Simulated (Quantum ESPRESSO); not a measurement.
Rb2Re under changes of volume

One of the cells (34.297 Å³/atom); the others are scaled copies at fixed shape and fractional positions:

```
Rb Re
1.0
     4.99212    0.00000    0.00000
     0.00000    4.99212    0.00000
     0.00000    0.00000    4.12862
Rb Re
2 1
Direct
  0.50000 0.00000 0.77577
  0.00000 0.50000 0.77577
  0.00000 0.00000 0.34627
```

The cell was built by a generator and needn't be a form met in nature.

| Item | Value |
| --- | --- |
| Program | Quantum ESPRESSO 7.5 |
| Functional | PW91 |
| Potentials or basis | SPMS 1.0 PBE |
| Cutoff | 884 eV |
| Density cutoff | 3537 eV |
| k mesh | 6 × 6 × 7 |
| Occupations | gaussian, width 0.05 eV |
| Spin | no spin polarisation |

| volume (Å³/atom) | energy over the lowest point (meV/atom) | pressure (GPa) | largest force (eV/Å) |
| --- | --- | --- | --- |
| 32.239 | 101.81 | 5.4 | 1.082 |
| 32.925 | 79.87 | 4.9 | 1.041 |
| 33.611 | 60.09 | 4.4 | 1.001 |
| 34.297 | ? | ? | ? |
| 34.983 | 26.51 | 3.5 | 0.926 |
| 35.669 | 12.44 | 3.1 | 0.892 |
| 36.355 | 0.00 | 2.8 | 0.859 |

Q: What does the run at 34.297 Å³/atom give?

A: Energy over the lowest point 42.35 meV/atom; pressure 3.9 GPa; largest force 0.963 eV/Å.

Worked out: A Birch-Murnaghan fit of order 3 (a polynomial in V^(-2/3)) to the other rows has no minimum within the range. It gives 42.36 meV/atom at 34.297 Å³/atom, against the run's 42.35, and -dE/dV = 3.9 GPa, against 3.9.

Energies are extrapolated to zero smearing.

Caveats: the potentials were made for another functional, which shifts forces and pressure.
